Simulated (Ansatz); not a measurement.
**F₂H₂OSi + HF: a complex and its separated parts**

Aim: how far the complex at one end of a reaction step lies below its separated, relaxed parts, level by level.

Program: Ansatz 0.2.0, Gaussian basis. Level of theory: PBE0-D4/def2-TZVP structures, single points in def2-TZVPP, no counterpoise correction. These are calculated values, not measurements.

Levels: SPW92, PBE-D4, BLYP-D4, r2SCAN-D4, B97M-V, PBE0-D4, B3LYP-D4, r2SCAN0-D4, BHLYP-D4, CAM-B3LYP-D4, wB97X-V, wB97M-V, B2PLYP, PBE-QIDH, RPA on PBE, Hartree-Fock, MP2, CCSD, CCSD(T).

Correlated methods freeze the cores. B3LYP uses VWN-RPA correlation. B2PLYP carries no dispersion term here.

21 further runs of the same task are left out: 21 set aside as unsound or not needed.

### 1 The system as given

The complex: 8 atoms, charge 0, spin multiplicity 1.

Atoms are counted from 1 here; the program's logs count them from 0.

Bond lengths: Si1–F3 1.579 Å, Si1–F4 1.579 Å, Si1–H5 1.460 Å, Si1–O7 1.631 Å, F2–H6 0.934 Å, O7–H8 0.960 Å. Angles: F3–Si1–F4 106.3°, F3–Si1–H5 111.3°, F3–Si1–O7 109.9°, F4–Si1–H5 111.3°, F4–Si1–O7 110.0°, H5–Si1–O7 108.0°, Si1–O7–H8 120.5°.

Coordinates:

```xyz
8
F3H3OSi
Si   -0.7097    0.7594   -0.0756
F     0.9395   -2.6311    0.4319
F    -0.9553    1.4371   -1.4800
F    -0.6851    1.9301    0.9831
H    -1.7528   -0.2145    0.2341
H     0.9037   -1.7160    0.2488
O     0.7234   -0.0202   -0.0772
H     1.5362    0.4551   -0.2651
```

Its parts: F₂H₂OSi holds atoms 1, 3, 4, 5, 7, 8; HF holds atoms 2, 6. Each part counts its atoms afresh in its own runs.

### 2 Relaxing F₂H₂OSi alone

File relax-a/in.yaml:

```yaml
crystal:
  periodic: [false, false, false]
  atoms:
    - {symbol: Si, position_ang: [-0.709750, 0.759352, -0.075570]}
    - {symbol: F, position_ang: [-0.955295, 1.437143, -1.480022]}
    - {symbol: F, position_ang: [-0.685126, 1.930096, 0.983081]}
    - {symbol: H, position_ang: [-1.752808, -0.214492, 0.234124]}
    - {symbol: O, position_ang: [0.723421, -0.020221, -0.077240]}
    - {symbol: H, position_ang: [1.536248, 0.455135, -0.265081]}
basis:
  gaussian: {orbitals: def2-TZVP}
hamiltonian: {xc: pbe0, dispersion: d4}
relax: {f_tol: 0.005, max_steps: 200}
```

No record of the launch command was kept for these runs.

What it wrote, shortened:

```text
Functional definition: PBE0
  name "PBE0"
  cite "Adamo & Barone, J. Chem. Phys. 110, 6158 (1999) doi:10.1063/1.478522"
  cite "Perdew, Burke & Ernzerhof, Phys. Rev. Lett. 77, 3865 (1996) doi:10.1103/PhysRevLett.77.3865"
  parent pbe
[...]
819 factors; their error is unknown
[...]
mean field -15389.08844450 eV, -565.5385692365 hartree, gradient 4.5e-5 eV, S^2 0.000000; 0 other end points of the search recorded, 0 dependent functions left out
[...]
reference -15389.08846761 eV, -565.5385700857 hartree; 21, 21 occupied and 121, 121 virtual orbitals, 819 factors
relax step   1: F+E_penalty+E_count = -15389.16303429 eV  Δ(F+E_penalty+E_count) = +0.000e0 eV  max|allowed force component| = 8.618e-1 eV/Å  Δτ_max = 0.0000 Å  (23 SCF iters, accepted)
[...]
relax step   6: F+E_penalty+E_count = -15389.17385363 eV  Δ(F+E_penalty+E_count) = -6.699e-5 eV  max|allowed force component| = 5.217e-3 eV/Å  Δτ_max = 0.0041 Å  (31 SCF iters, accepted)
[...]
relax step   7: F+E_penalty+E_count = -15389.17385755 eV  Δ(F+E_penalty+E_count) = -3.918e-6 eV  max|allowed force component| = 7.368e-4 eV/Å  Δτ_max = 0.0010 Å  (21 SCF iters, accepted)
819 factors; their error is unknown
[...]
mean field -15389.09929035 eV, -565.5389678144 hartree, gradient 1.2e-5 eV, S^2 0.000000; 1 other end points of the search recorded, 0 dependent functions left out
[...]
reference -15389.09931338 eV, -565.5389686607 hartree; 21, 21 occupied and 121, 121 virtual orbitals, 819 factors
Total energy: -15389.17388058 eV, -565.5417089546 hartree
Atom 0 at    -0.691239     0.754740    -0.077005 Å, force    -0.000607    -0.000632     0.000192 eV/Å
Atom 1 at    -0.969531     1.441111    -1.477221 Å, force    -0.000156    -0.000018    -0.000033 eV/Å
Atom 2 at    -0.698203     1.933108     0.981553 Å, force     0.000002     0.000038     0.000048 eV/Å
Atom 3 at    -1.748902    -0.207092     0.232255 Å, force     0.000737     0.000644    -0.000263 eV/Å
Atom 4 at     0.724164    -0.020955    -0.078049 Å, force    -0.000065     0.000055    -0.000026 eV/Å
Atom 5 at     1.540402     0.446101    -0.262240 Å, force     0.000089    -0.000087     0.000082 eV/Å
Dipole moment:     0.233738    -0.087399    -0.008531 e Å
```

Run time: 10 s. Hardware: 4 threads, shared host; peak memory 0.24 GiB.

The steps of the relaxation:

| step | energy from step 1 (eV) | largest force component (eV/Å) |
| --- | --- | --- |
| 1 | 0.0000 | 0.8618 |
| 2 | -0.0073 | 0.4756 |
| 3 | -0.0106 | 0.0438 |
| 4 | -0.0108 | 0.0152 |
| 5 | -0.0107 | 0.0398 |
| 6 | -0.0108 | 0.0052 |
| 7 | -0.0108 | 0.0007 |

Close pairs (by a distance rule), those that changed most:

| bond | before (Å) | after (Å) | change (Å) |
| --- | --- | --- | --- |
| Si1–O5 | 1.631 | 1.614 | -0.017 |
| Si1–F3 | 1.579 | 1.584 | +0.005 |
| Si1–F2 | 1.579 | 1.584 | +0.005 |
| Si1–H4 | 1.460 | 1.463 | +0.002 |
| O5–H6 | 0.960 | 0.958 | -0.002 |

### 3 Relaxing HF alone

File relax-b/in.yaml:

```yaml
crystal:
  periodic: [false, false, false]
  atoms:
    - {symbol: F, position_ang: [0.939532, -2.631143, 0.431870]}
    - {symbol: H, position_ang: [0.903677, -1.715970, 0.248840]}
basis:
  gaussian: {orbitals: def2-TZVP}
hamiltonian: {xc: pbe0, dispersion: d4}
relax: {f_tol: 0.005, max_steps: 200}
```

What it wrote, shortened:

```text
[... 5 set-up lines as earlier in the session ...]
[...]
200 factors; their error is unknown
[...]
mean field -2731.79599835 eV, -100.3916512614 hartree, gradient 6.9e-6 eV, S^2 0.000000; 0 other end points of the search recorded, 0 dependent functions left out
[...]
reference -2731.79600699 eV, -100.3916515790 hartree; 5, 5 occupied and 32, 32 virtual orbitals, 200 factors
relax step   1: F+E_penalty+E_count = -2731.79751621 eV  Δ(F+E_penalty+E_count) = +0.000e0 eV  max|allowed force component| = 7.881e-1 eV/Å  Δτ_max = 0.0000 Å  (21 SCF iters, accepted)
[...]
relax step   3: F+E_penalty+E_count = -2731.80321292 eV  Δ(F+E_penalty+E_count) = -2.545e-4 eV  max|allowed force component| = 6.325e-3 eV/Å  Δτ_max = 0.0015 Å  (25 SCF iters, accepted)
[...]
relax step   4: F+E_penalty+E_count = -2731.80321326 eV  Δ(F+E_penalty+E_count) = -3.378e-7 eV  max|allowed force component| = 7.852e-4 eV/Å  Δτ_max = 0.0001 Å  (25 SCF iters, accepted)
200 factors; their error is unknown
mean field -2731.80169996 eV, -100.3918607918 hartree, gradient 2.5e-5 eV, S^2 0.000000; 1 other end points of the search recorded, 0 dependent functions left out
[...]
reference -2731.80170840 eV, -100.3918611018 hartree; 5, 5 occupied and 32, 32 virtual orbitals, 200 factors
Total energy: -2731.80322169 eV, -100.3919167145 hartree
Atom 0 at     0.939265    -2.624324     0.430506 Å, force    -0.000031     0.000785    -0.000157 eV/Å
Atom 1 at     0.903944    -1.722789     0.250204 Å, force     0.000031    -0.000785     0.000157 eV/Å
Dipole moment:    -0.015388     0.392756    -0.078549 e Å
```

Run time: 0.55 s. Hardware: 4 threads, shared host.

The steps of the relaxation:

| step | energy from step 1 (eV) | largest force component (eV/Å) |
| --- | --- | --- |
| 1 | 0.0000 | 0.7881 |
| 2 | -0.0054 | 0.1711 |
| 3 | -0.0057 | 0.0063 |
| 4 | -0.0057 | 0.0008 |

The bond:

| bond | before (Å) | after (Å) | change (Å) |
| --- | --- | --- | --- |
| F1–H2 | 0.934 | 0.920 | -0.014 |

### 4 wB97M-V/def2-TZVPP

File parta/in.yaml:

```yaml
crystal:
  periodic: [false, false, false]
  atoms:
    - {symbol: Si, position_ang: [-0.691239, 0.754740, -0.077005]}
    - {symbol: F, position_ang: [-0.969531, 1.441111, -1.477221]}
    - {symbol: F, position_ang: [-0.698203, 1.933108, 0.981553]}
    - {symbol: H, position_ang: [-1.748902, -0.207092, 0.232255]}
    - {symbol: O, position_ang: [0.724164, -0.020955, -0.078049]}
    - {symbol: H, position_ang: [1.540402, 0.446101, -0.262240]}
basis:
  gaussian: {orbitals: def2-TZVPP}
hamiltonian: {xc: {name: wB97M-V}}
```

File partb/in.yaml:

```yaml
crystal:
  periodic: [false, false, false]
  atoms:
    - {symbol: F, position_ang: [0.939265, -2.624324, 0.430506]}
    - {symbol: H, position_ang: [0.903944, -1.722789, 0.250204]}
basis:
  gaussian: {orbitals: def2-TZVPP}
hamiltonian: {xc: {name: wB97M-V}}
```

parta printed, shortened:

```text
Functional definition: wB97M-V
  name "wB97M-V"
  cite "Mardirossian & Head-Gordon, J. Chem. Phys. 144, 214110 (2016) doi:10.1063/1.4952647"
  cite "Becke, J. Chem. Phys. 107, 8554 (1997) doi:10.1063/1.475007"
  cite "Vydrov & Van Voorhis, J. Chem. Phys. 133, 244103 (2010) doi:10.1063/1.3521275"
  # Of w^i u^j: cxij and so on, Table III.
[...]
  gx(w, u) = 1 - cx + cx01*u + cx10*w
  gss(w, u) = css00 + css04*u^4 + css10*w + css20*w^2 + css43*w^4*u^3
  gos(w, u) = cos00 + cos10*w + (cos20 + cos21*u)*w^2 + (cos60 + cos61*u)*w^6
[...]
      + integral(e_c_pw_mod_opposite_spin*gos(b97_w_opposite, b97_u_opposite)) + vv10(b, c)
872 factors; their error is unknown
175 factors; integrals over basis functions are off by at most 9.2e-6 eV
[...]
mean field -15397.55638062 eV, -565.8497601493 hartree, gradient 2.9e-5 eV, S^2 0.000000; 0 other end points of the search recorded, 0 dependent functions left out
reference -15397.55641792 eV, -565.8497615201 hartree; 21, 21 occupied and 142, 142 virtual orbitals, 872 factors
Total energy: -15397.55641792 eV, -565.8497615201 hartree
```

Output in partb, shortened:

```text
[... 5 set-up lines as earlier in the session ...]
  # Of w^i u^j: cxij and so on, Table III.
[...]
  gx(w, u) = 1 - cx + cx01*u + cx10*w
  gss(w, u) = css00 + css04*u^4 + css10*w + css20*w^2 + css43*w^4*u^3
  gos(w, u) = cos00 + cos10*w + (cos20 + cos21*u)*w^2 + (cos60 + cos61*u)*w^6
[...]
      + integral(e_c_pw_mod_opposite_spin*gos(b97_w_opposite, b97_u_opposite)) + vv10(b, c)
215 factors; their error is unknown
48 factors; integrals over basis functions are off by at most 2.2e-5 eV
[...]
mean field -2733.67553291 eV, -100.4607228827 hartree, gradient 1.2e-5 eV, S^2 0.000000; 0 other end points of the search recorded, 0 dependent functions left out
reference -2733.67554758 eV, -100.4607234217 hartree; 5, 5 occupied and 40, 40 virtual orbitals, 215 factors
Total energy: -2733.67554758 eV, -100.4607234217 hartree
```

Times: 3.3 s (parta), 0.3 s (partb) on 4 threads, shared host; peak memory 0.39 GiB.

### 5 CCSD(T)/def2-TZVPP

The same edit goes into each in.yaml of step 4 (parta, partb):

```diff
-hamiltonian: {xc: {name: wB97M-V}}
+correlation: {method: ccsd_t}
```

parta printed, shortened:

```text
Functional definition: HF
  name "HF"
  cite "Fock, Z. Phys. 61, 126 (1930) doi:10.1007/BF01340294"
[... 1 set-up line as earlier in the session ...]
[...]
1016 factors; integrals over basis functions are off by at most 8.1e-4 eV
[...]
mean field -15352.17299117 eV, -564.1819513489 hartree, gradient 2.3e-6 eV, S^2 0.000000; 0 other end points of the search recorded, 0 dependent functions left out
8 core orbitals not correlated: weight in the atoms' cores, before any rotation towards them, 1.000 or more for the frozen orbitals, at most 0.000 for the correlated occupied ones
reference -15352.17299117 eV, -564.1819513489 hartree; 13, 13 occupied and 142, 142 virtual orbitals, 1016 factors
second order -23.28324178 eV of doubles, -0.00000000 eV of singles
cycle   1  -23.02050779 eV  change    2.6e-1 eV  update   9.2e-2
[...]
cycle   9  -23.55447925 eV  change    1.1e-6 eV  update   7.0e-6
perturbative correction -0.69197806 eV, -0.0254297247 hartree
Total energy: -15376.41944848 eV, -565.0729922202 hartree
```

partb printed, shortened:

```text
[... 4 set-up lines as earlier in the session ...]
[...]
287 factors; integrals over basis functions are off by at most 1.0e-3 eV
[...]
mean field -2722.91267238 eV, -100.0651950534 hartree, gradient 4.5e-6 eV, S^2 0.000000; 0 other end points of the search recorded, 0 dependent functions left out
1 core orbitals not correlated: weight in the atoms' cores, before any rotation towards them, 1.000 or more for the frozen orbitals, at most 0.000 for the correlated occupied ones
reference -2722.91267238 eV, -100.0651950534 hartree; 4, 4 occupied and 40, 40 virtual orbitals, 287 factors
second order -7.36488970 eV of doubles, -0.00000000 eV of singles
cycle   1  -7.29623920 eV  change    6.9e-2 eV  update   3.9e-2
[...]
cycle   8  -7.43092542 eV  change    5.5e-7 eV  update   3.3e-6
perturbative correction -0.17034135 eV, -0.0062599292 hartree
Total energy: -2730.51393915 eV, -100.3445364549 hartree
```

They took 20 s (parta), 0.2 s (partb) on 4 threads, shared host; peak memory 1.3 GiB.

### 6 Vibrations of F₂H₂OSi

File vib-parta/in.yaml:

```yaml
crystal:
  periodic: [false, false, false]
  atoms:
    - {symbol: Si, position_ang: [-0.691239, 0.754740, -0.077005]}
    - {symbol: F, position_ang: [-0.969531, 1.441111, -1.477221]}
    - {symbol: F, position_ang: [-0.698203, 1.933108, 0.981553]}
    - {symbol: H, position_ang: [-1.748902, -0.207092, 0.232255]}
    - {symbol: O, position_ang: [0.724164, -0.020955, -0.078049]}
    - {symbol: H, position_ang: [1.540402, 0.446101, -0.262240]}
basis:
  gaussian: {orbitals: def2-TZVP}
hamiltonian: {xc: pbe0, dispersion: d4}
phonons: {temperatures: {t_min: 298.15, t_max: 900, t_step: 200}}
```

What it wrote, shortened:

```text
[... 5 set-up lines as earlier in the session ...]
[...]
819 factors; their error is unknown
[...]
mean field -15389.09929113 eV, -565.5389678430 hartree, gradient 3.5e-5 eV, S^2 0.000000; 0 other end points of the search recorded, 0 dependent functions left out
[...]
reference -15389.09931415 eV, -565.5389686887 hartree; 21, 21 occupied and 121, 121 virtual orbitals, 819 factors
[... from here to the last solve, the lines of the solves are left out (35 solves) ...]
819 factors; their error is unknown
mean field -15389.09928449 eV, -565.5389675990 hartree, gradient 2.0e-6 eV, S^2 0.000000; 0 other end points of the search recorded, 0 dependent functions left out
[...]
reference -15389.09930751 eV, -565.5389684447 hartree; 21, 21 occupied and 121, 121 virtual orbitals, 819 factors
Total energy: -15389.17388134 eV, -565.5417089824 hartree
Atom 0 at    -0.691239     0.754740    -0.077005 Å, force    -0.000614    -0.000622     0.000229 eV/Å
Atom 1 at    -0.969531     1.441111    -1.477221 Å, force    -0.000152    -0.000009    -0.000052 eV/Å
Atom 2 at    -0.698203     1.933108     0.981553 Å, force     0.000007     0.000027     0.000032 eV/Å
Atom 3 at    -1.748902    -0.207092     0.232255 Å, force     0.000731     0.000639    -0.000262 eV/Å
Atom 4 at     0.724164    -0.020955    -0.078049 Å, force    -0.000033     0.000046    -0.000031 eV/Å
Atom 5 at     1.540402     0.446101    -0.262240 Å, force     0.000062    -0.000082     0.000083 eV/Å
Dipole moment:     0.233738    -0.087399    -0.008533 e Å
Vibrations: 175.62 311.37 330.86 396.21 757.25 831.44 840.25 889.10 962.92 1006.18 2354.56 3927.23 cm⁻¹, zero-point energy 0.792445 eV
```

Wall time 31 s (4 threads, shared host); peak memory 0.24 GiB.

The modes, with what each moves most:

| mode | wavenumber (cm⁻¹) | character |
| --- | --- | --- |
| 1 | 176 | torsion |
| 2 | 311 | bend |
| 3 | 331 | bend |
| 4 | 396 | bend with torsion |
| 5 | 757 | bend |
| 6 | 831 | bend with torsion |
| 7 | 840 | bend with Si–F stretch |
| 8 | 889 | bend with Si–F stretch |
| 9 | 963 | Si–F stretch |
| 10 | 1006 | Si–O stretch |
| 11 | 2355 | Si–H stretch |
| 12 | 3927 | O–H stretch |

Vibrational sums (real modes only):

| T (K) | entropy (J/mol/K) | heat capacity (J/mol/K) |
| --- | --- | --- |
| 298 | 28.9 | 41.2 |
| 498 | 55.4 | 61.4 |
| 698 | 78.0 | 72.0 |
| 898 | 96.9 | 78.4 |

### 7 Vibrations of HF

File vib-partb/in.yaml:

```yaml
crystal:
  periodic: [false, false, false]
  atoms:
    - {symbol: F, position_ang: [0.939265, -2.624324, 0.430506]}
    - {symbol: H, position_ang: [0.903944, -1.722789, 0.250204]}
basis:
  gaussian: {orbitals: def2-TZVP}
hamiltonian: {xc: pbe0, dispersion: d4}
phonons: {temperatures: {t_min: 298.15, t_max: 900, t_step: 200}}
```

What it wrote, shortened:

```text
[... 5 set-up lines as earlier in the session ...]
[...]
200 factors; their error is unknown
[...]
mean field -2731.80169996 eV, -100.3918607918 hartree, gradient 6.9e-6 eV, S^2 0.000000; 0 other end points of the search recorded, 0 dependent functions left out
[...]
reference -2731.80170840 eV, -100.3918611018 hartree; 5, 5 occupied and 32, 32 virtual orbitals, 200 factors
[...]
200 factors; their error is unknown
[...]
mean field -2731.80169995 eV, -100.3918607916 hartree, gradient 3.9e-7 eV, S^2 0.000000; 0 other end points of the search recorded, 0 dependent functions left out
[...]
reference -2731.80170839 eV, -100.3918611017 hartree; 5, 5 occupied and 32, 32 virtual orbitals, 200 factors
[...]
200 factors; their error is unknown
[...]
mean field -2731.80150864 eV, -100.3918537608 hartree, gradient 3.9e-7 eV, S^2 0.000000; 0 other end points of the search recorded, 0 dependent functions left out
[...]
reference -2731.80151711 eV, -100.3918540722 hartree; 5, 5 occupied and 32, 32 virtual orbitals, 200 factors
[...]
200 factors; their error is unknown
mean field -2731.80151190 eV, -100.3918538809 hartree, gradient 3.9e-7 eV, S^2 0.000000; 0 other end points of the search recorded, 0 dependent functions left out
[...]
reference -2731.80152030 eV, -100.3918541896 hartree; 5, 5 occupied and 32, 32 virtual orbitals, 200 factors
Total energy: -2731.80322169 eV, -100.3919167145 hartree
Atom 0 at     0.939265    -2.624324     0.430506 Å, force    -0.000030     0.000769    -0.000154 eV/Å
Atom 1 at     0.903944    -1.722789     0.250204 Å, force     0.000030    -0.000769     0.000154 eV/Å
Dipole moment:    -0.015388     0.392756    -0.078549 e Å
Vibrations: 4152.68 cm⁻¹, zero-point energy 0.257433 eV
```

Run time: 1 s. Hardware: 4 threads, shared host.

Wavenumbers and character of the modes:

| mode | wavenumber (cm⁻¹) | character |
| --- | --- | --- |
| 1 | 4153 | F–H stretch |

Vibrational sums (real modes only):

| T (K) | entropy (J/mol/K) | heat capacity (J/mol/K) |
| --- | --- | --- |
| 298 | 0.0 | 0.0 |
| 498 | 0.0 | 0.0 |
| 698 | 0.0 | 0.1 |
| 898 | 0.1 | 0.5 |

### 8 Complex less separated parts

The complex's own energies come from single points at the same levels. Levels not printed above were run the same way.

Rows are in def2-TZVPP; times add the 3 runs of a level on a shared host, so small differences are noise.

Differences are taken before rounding.

| method | rung | complex less parts (kJ/mol) | from CCSD(T) (kJ/mol) | time |
| --- | --- | --- | --- | --- |
| SPW92 | LDA | -41.7 | -17.0 | 1.4 s |
| PBE-D4 | GGA | -29.3 | -4.5 | 2.3 s |
| BLYP-D4 | GGA | -28.3 | -3.6 | 2.6 s |
| r2SCAN-D4 | meta-GGA | -27.5 | -2.7 | 5 s |
| B97M-V | meta-GGA | -25.5 | -0.8 | 9.2 s |
| PBE0-D4 | hybrid | -27.9 | -3.2 | 3.3 s |
| B3LYP-D4 | hybrid | -28.4 | -3.6 | 3.5 s |
| r2SCAN0-D4 | hybrid | -27.3 | -2.5 | 6.1 s |
| BHLYP-D4 | hybrid | -28.5 | -3.8 | 3.1 s |
| CAM-B3LYP-D4 | range-separated hybrid | -30.4 | -5.7 | 3.5 s |
| wB97X-V | range-separated hybrid | -26.5 | -1.7 | 7.9 s |
| wB97M-V | range-separated hybrid | -26.4 | -1.6 | 9.1 s |
| B2PLYP | double hybrid | -25.2 | -0.4 | 5.4 s |
| PBE-QIDH | double hybrid | -25.5 | -0.7 | 5.6 s |
| RPA on PBE | RPA | -21.5 | +3.2 | 5.4 s |
| Hartree-Fock | wavefunction | -17.0 | +7.7 |  |
| MP2 | wavefunction | -24.9 | -0.1 |  |
| CCSD | wavefunction | -23.5 | +1.3 |  |
| CCSD(T) | wavefunction | -24.7 | 0 | 1.9 min |

Among the levels timed on like hardware and quicker than the yardstick, those that no quicker one beats, quickest first: SPW92 (1.4 s, -17.0 kJ/mol); PBE-D4 (2.3 s, -4.5 kJ/mol); BLYP-D4 (2.6 s, -3.6 kJ/mol); PBE0-D4 (3.3 s, -3.2 kJ/mol); r2SCAN-D4 (5 s, -2.7 kJ/mol); B2PLYP (5.4 s, -0.4 kJ/mol).

For cost: B2PLYP gets within 0.4 kJ/mol in 5.4 s, where CCSD(T) took 1.9 min; the quickest level in the cost chart, SPW92, takes 1.4 s and misses by 17.0 kJ/mol.

The complex's zero-point energy, from a separate PBE0-D4 run, is 1.126 eV.

### 9 Results

| quantity | value |
| --- | --- |
| complex less parts, CCSD(T)/def2-TZVPP | -24.7 kJ/mol |
| with zero-point energy | -17.4 kJ/mol |
| largest T1 diagnostic | 0.011 |

At CCSD(T) the complex lies 24.7 kJ/mol below its parts. Among the functionals B2PLYP lands nearest to CCSD(T) (-0.4 kJ/mol) and SPW92 farthest (-17.0 kJ/mol). By rung, the mean size of the error is: LDA 17.0, GGA 4.1, meta-GGA 1.8, hybrid 3.3, range-separated hybrid 3.0, double hybrid 0.6 kJ/mol. PBE-D4 gives a relative energy 4.5 kJ/mol too low, outside chemical accuracy (1 kcal/mol, 4.2 kJ/mol). No counterpoise was applied, and triple zeta lacks some correlation, so the CCSD(T) reference has a basis error of its own, and close matches with it are partly luck.
